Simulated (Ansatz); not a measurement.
# C₃H₈FNOSi: one species, many methods

An exercise on one series of results from a longer session: the logs are not shown, and one member is left open.

Computed with Ansatz 0.2.0, Gaussian basis. Level: functionals in def2-TZVPP, the program's frozen cores in correlated methods.

Levels to be run: PBE-D4, r2SCAN-D4, PBE0-D4, B3LYP-D4, ωB97X-V, ωB97M-V, B2PLYP; CCSD(T)/def2-TZVPP; MP2/def2-QZVPP; extrapolation to the limit.

## The geometry

An earlier PBE0-D4 in a triple-zeta def2 set relaxation fixed the geometry.

SMILES `C=C[Si](N)(F)OC`, 15 atoms, charge 0, spin multiplicity 1.

Atoms are counted from 1 here; the program's logs count them from 0.

Bond lengths: C1–C2 1.330 Å, C1–H8 1.087 Å, C1–H9 1.085 Å, C2–Si3 1.843 Å, C2–H10 1.089 Å, Si3–N4 1.701 Å, Si3–F5 1.601 Å, Si3–O6 1.626 Å, N4–H11 1.005 Å, N4–H12 1.005 Å, O6–C7 1.410 Å, C7–H13 1.094 Å, C7–H14 1.092 Å, C7–H15 1.095 Å. Angles: C2–C1–H8 122.2°, C2–C1–H9 121.2°, H8–C1–H9 116.6°, C1–C2–Si3 123.7°, C1–C2–H10 118.3°, Si3–C2–H10 118.0°, C2–Si3–N4 116.1°, C2–Si3–F5 109.6°, C2–Si3–O6 105.5°, N4–Si3–F5 102.9°, N4–Si3–O6 112.1°, F5–Si3–O6 110.7°, Si3–N4–H11 122.8°, Si3–N4–H12 121.2°, H11–N4–H12 112.6°, Si3–O6–C7 125.4°, O6–C7–H13 110.6°, O6–C7–H14 108.4° and more.

The first run:

in.yaml

```yaml
crystal:
  periodic: [false, false, false]
  atoms:
    - {symbol: C, position_ang: [-1.419675, 1.627371, -1.374817]}
    - {symbol: C, position_ang: [-0.131012, 1.576403, -1.047821]}
    - {symbol: Si, position_ang: [0.578811, 0.343637, 0.123340]}
    - {symbol: N, position_ang: [1.774949, -0.687306, -0.508096]}
    - {symbol: F, position_ang: [1.348907, 1.105840, 1.301772]}
    - {symbol: O, position_ang: [-0.694026, -0.482903, 0.707973]}
    - {symbol: C, position_ang: [-0.618631, -1.596897, 1.569038]}
    - {symbol: H, position_ang: [-1.808010, 2.353081, -2.084223]}
    - {symbol: H, position_ang: [-2.138487, 0.941872, -0.937171]}
    - {symbol: H, position_ang: [0.548409, 2.287352, -1.516319]}
    - {symbol: H, position_ang: [1.642200, -1.225492, -1.346548]}
    - {symbol: H, position_ang: [2.746104, -0.556710, -0.283273]}
    - {symbol: H, position_ang: [-0.517342, -1.273386, 2.609225]}
    - {symbol: H, position_ang: [-1.541497, -2.171496, 1.470545]}
    - {symbol: H, position_ang: [0.229312, -2.241377, 1.316355]}
basis:
  gaussian: {orbitals: def2-TZVPP}
hamiltonian: {xc: pbe, dispersion: d4}
output: {forces: true, orbitals: {seedname: orbitals}}
```

Run with:

```sh
> ansatz run in.yaml --threads 2 --pin off --events-out ev --progress --plain --max-ram 22528MiB --backend cuda --devices 0, --max-vram 18GiB
```

Among the steps run: PBE-D4 (GGA); r2SCAN-D4 (meta-GGA); PBE0-D4 (hybrid); B3LYP-D4 (hybrid); ωB97X-V (range-separated); ωB97M-V (range-separated); B2PLYP (double hybrid); CCSD(T) in def2-TZVPP; MP2 in def2-QZVPP.

One of the session's tables, all rows but one given; the rest of the session is left out.

| method | atomisation energy (kJ/mol) |
| --- | --- |
| PBE-D4 | 6222.3 |
| r2SCAN-D4 | 6109.9 |
| PBE0-D4 | 6104.0 |
| B3LYP-D4 | 6110.8 |
| ωB97X-V | 6119.7 |
| ωB97M-V | 6130.1 |
| B2PLYP | 6050.9 |
| HF/def2-TZVPP | 4447.4 |
| MP2/def2-TZVPP | 6068.7 |
| CCSD/def2-TZVPP | ? |
| CCSD(T)/def2-TZVPP | 5949.1 |
| MP2/CBS | 6237.8 |
| CCSD(T)/CBS | 6118.1 |

**Question.** Estimate the row for CCSD/def2-TZVPP.

**Answer.** atomisation energy (kJ/mol): 5859.3. In the column «atomisation energy (kJ/mol)» it lies between HF/def2-TZVPP (4447.4) and CCSD(T)/def2-TZVPP (5949.1).
